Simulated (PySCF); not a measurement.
# GaGe: bond curves at several levels of theory

One job finds the state of GaGe, follows it along the bond with each method and fits the curves.

Program: PySCF 2.14.0. Level of theory: Ga cc-pVDZ-PP with ECP10, Ge cc-pVDZ-PP with ECP10, scalar-relativistic core potentials. These are calculated values, not measurements.

**1. Input**

Settings of the job:

```json
{"atoms": "Ga, Ge", "charge": "0", "basis": "Ga cc-pVDZ-PP with ECP10, Ge cc-pVDZ-PP with ECP10", "Hamiltonian": "scalar-relativistic core potentials", "basis functions": "46", "electrons treated": "43", "masses in u": "68.9256, 73.9212", "levels": "PBE0, PBE, r²SCAN, LDA, M06-2X, revPBE, LC-ωPBE, HF, MP2, SCS-MP2, CCSD, CCSD(T)", "grid": "80 radial by 434 angular points", "occupations": "held fixed by the projection of orbital angular momentum", "dissociation limit": "Ga + Ge, each in its ground configuration", "starting distance in angstrom": "2.365", "values of 2S to try": "1, 3"}
```

Launch:

```console
$ OMP_NUM_THREADS=1 python dia.py task.json out
```

Further steps of the session: PBE0 along the bond; Higher solutions at PBE0; PBE; r²SCAN (meta-GGA); LDA (local density); M06-2X (hybrid meta-GGA); revPBE; LC-ωPBE (range-separated hybrid); UHF (mean field); Correlated methods on the Hartree–Fock reference.

**Question.** What will these runs give? Wanted: for each run, Re; ωe; De; μ.

As calculated:

Lowest PBE0 solution found, without spin–orbit coupling: ⁴Σ⁻ (quartet), unpaired electrons σ ↑, π ↑↑. State 2 has its PBE0 minimum 0.38 eV higher, as a spin-mixed determinant (⟨S²⟩ = 1.77), so this is no gap between pure states. State 3 has its PBE0 minimum 0.42 eV higher, as a spin-mixed determinant (⟨S²⟩ = 1.76), so this is no gap between pure states. State 4 has its PBE0 minimum 1.08 eV higher. The other levels ran on the lowest alone.

```tsv
level	Re (Å)	ωe (cm⁻¹)	De (eV)	μ (D)
UHF	2.554	200.2	1.44	-2.26
UHF-MP2	2.487	227.0	2.15	n/a
UHF-SCS-MP2	2.494	223.4	1.92	n/a
UHF-CCSD	2.514	218.7	2.00	n/a
UHF-CCSD(T)	2.510	220.2	2.10	n/a
LDA	2.457	223.0	2.94	-0.86
PBE	2.515	207.8	2.50	-1.06
revPBE	2.533	202.5	2.33	-1.14
r²SCAN	2.473	218.7	2.51	-1.18
PBE0	2.488	218.2	2.36	-1.31
M06-2X	2.516	217.3	2.19	-1.62
LC-ωPBE	2.451	230.3	2.07	-1.63
```

De is counted to Ga + Ge in their ground configurations. A positive dipole means Ga(−)Ge(+).

Differences from CCSD(T) in the same basis:

```tsv
level	Re (mÅ)	ωe (%)
UHF	+45	-9.1
UHF-MP2	-23	+3.1
UHF-SCS-MP2	-15	+1.5
UHF-CCSD	+4	-0.7
LDA	-53	+1.3
PBE	+5	-5.6
revPBE	+24	-8.0
r²SCAN	-37	-0.7
PBE0	-21	-0.9
M06-2X	+6	-1.3
LC-ωPBE	-59	+4.6
```

**Reading.** Against CCSD(T) in the same basis, the bond length is nearest at UHF-CCSD (+4 mÅ) and farthest at LC-ωPBE (-59 mÅ); the wavenumber is nearest at UHF-CCSD and r²SCAN (-0.7 %) and farthest at UHF (-9.1 %). CCSD(T) in a basis this small is itself some way from its limit, more so than the functionals. Of the levels with a De here, UHF gives the least (1.44 eV) and LDA the most (2.94 eV).

Correlated steps freeze 8 core orbitals.
